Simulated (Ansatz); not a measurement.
# Al5Ni2Pt3: the cost of one run

Program: Ansatz 0.2.0. Level of theory: DFT PBE, scalar-relativistic, plane waves, PAW. These are calculated values, not measurements.

1 further run of the same task is left out (set aside as unsound or not needed).

**1. The system as given**

It takes space group P4/mmm (No. 123, tetragonal). Conventional cell: a = 2.977 Å, b = 2.977 Å, c = 15.477 Å, α = 90.00°, β = 90.00°, γ = 90.00°. Around Al (site symmetry 4mm) lie 4 Ni at 2.52 Å and 4 Pt at 2.66 Å and 1 Al at 2.80 Å. Around Al (site symmetry 4mm) lie 8 Pt at 2.68 Å and 4 Al at 2.98 Å. Al (site symmetry 4/mmm) is surrounded by 8 Ni at 2.53 Å and 2 Al at 2.80 Å. Ni (site symmetry 4mm) is surrounded by 8 Al at 2.52 to 2.53 Å and 1 Ni at 2.81 Å. Pt (site symmetry 4mm) is surrounded by 8 Al at 2.66 to 2.68 Å and 4 Pt at 2.98 Å and 1 Ni at 3.02 Å. Pt (site symmetry 4/mmm) is surrounded by 8 Al at 2.68 Å and 4 Pt at 2.98 Å.

Structure file:

```cif
data_structure
_symmetry_space_group_name_H-M 'P4/mmm'
_symmetry_Int_Tables_number 123
_cell_length_a 2.9771
_cell_length_b 2.9771
_cell_length_c 15.4765
_cell_angle_alpha 90.000
_cell_angle_beta 90.000
_cell_angle_gamma 90.000
_cell_volume 137.17
loop_
_atom_site_label
_atom_site_type_symbol
_atom_site_symmetry_multiplicity
_atom_site_Wyckoff_symbol
_atom_site_fract_x
_atom_site_fract_y
_atom_site_fract_z
_atom_site_occupancy
Al1 Al 2 g 0.00000 0.00000 0.68072 1
Al2 Al 2 g 0.00000 0.00000 0.89295 1
Al3 Al 1 b 0.00000 0.00000 0.50000 1
Ni1 Ni 2 h 0.50000 0.50000 0.40916 1
Pt1 Pt 2 h 0.50000 0.50000 0.78622 1
Pt2 Pt 1 c 0.50000 0.50000 0.00000 1
```

The cell was relaxed beforehand at this level, from a generated guess; it is a trial structure. At a tolerance of 0.05 Å it has space group P4/mmm (No. 123); it has 13.72 Å³/atom, an uncorrected energy of -0.80 eV/atom over the elements.

**2. Static run: bands, density of states and charges**

File input.yaml:

```yaml
crystal:
  lattice:
    - [2.9771374, 0.0, 0.0]
    - [0.0, 2.9771374, 0.0]
    - [0.0, 0.0, 15.4765139327]
  atoms:
    - { symbol: Al, position: [0.0, 0.0, 0.6807196507] }
    - { symbol: Al, position: [0.0, 0.0, 0.8929453326] }
    - { symbol: Al, position: [0.0, 0.0, 0.1070546674] }
    - { symbol: Al, position: [0.0, 0.0, 0.3192803493] }
    - { symbol: Al, position: [0.0, 0.0, 0.5] }
    - { symbol: Ni, position: [0.5, 0.5, 0.409156842] }
    - { symbol: Ni, position: [0.5, 0.5, 0.590843158] }
    - { symbol: Pt, position: [0.5, 0.5, 0.7862249643] }
    - { symbol: Pt, position: [0.5, 0.5, 0.0] }
    - { symbol: Pt, position: [0.5, 0.5, 0.2137750357] }
basis:
  ecutwfc: 420
kpoints:
  mp_grid: { grid: [12, 12, 4] }
  band_path:
    path:
      - [[0.0, 0.0, 0.0], [0.0, 0.5, 0.0], [0.5, 0.5, 0.0], [0.0, 0.0, 0.0], [0.0, 0.0, 0.5], [0.0, 0.5, 0.5], [0.5, 0.5, 0.5], [0.0, 0.0, 0.5]]
      - [[0.0, 0.5, 0.0], [0.0, 0.5, 0.5]]
      - [[0.5, 0.5, 0.0], [0.5, 0.5, 0.5]]
    npoints: 14
hamiltonian:
  xc: pbe
scf:
  occupations: { method: gaussian, width: 0.1 }
  n_extra_bands: 25
output:
  forces: true
  stress: true
  eigenvalues: true
  populations: true
  dos: { projected: true, de: 0.02, nscf_kmesh: { grid: [15, 15, 5] } }
  bader: true
  write_density: true
  write_potential: true
  elf: true
  volumetric_format: npy
```

Command:

```bash
ansatz run input.yaml --threads 4 --pin off --max-ram 8192MiB --backend cpu --events-out ev --progress --plain --runs-dir out
```

What time and memory should one allow on 4 threads of Intel Xeon 6975P-C (Granite Rapids), shared host?

About 34 s, with a peak of 1.3 GiB.
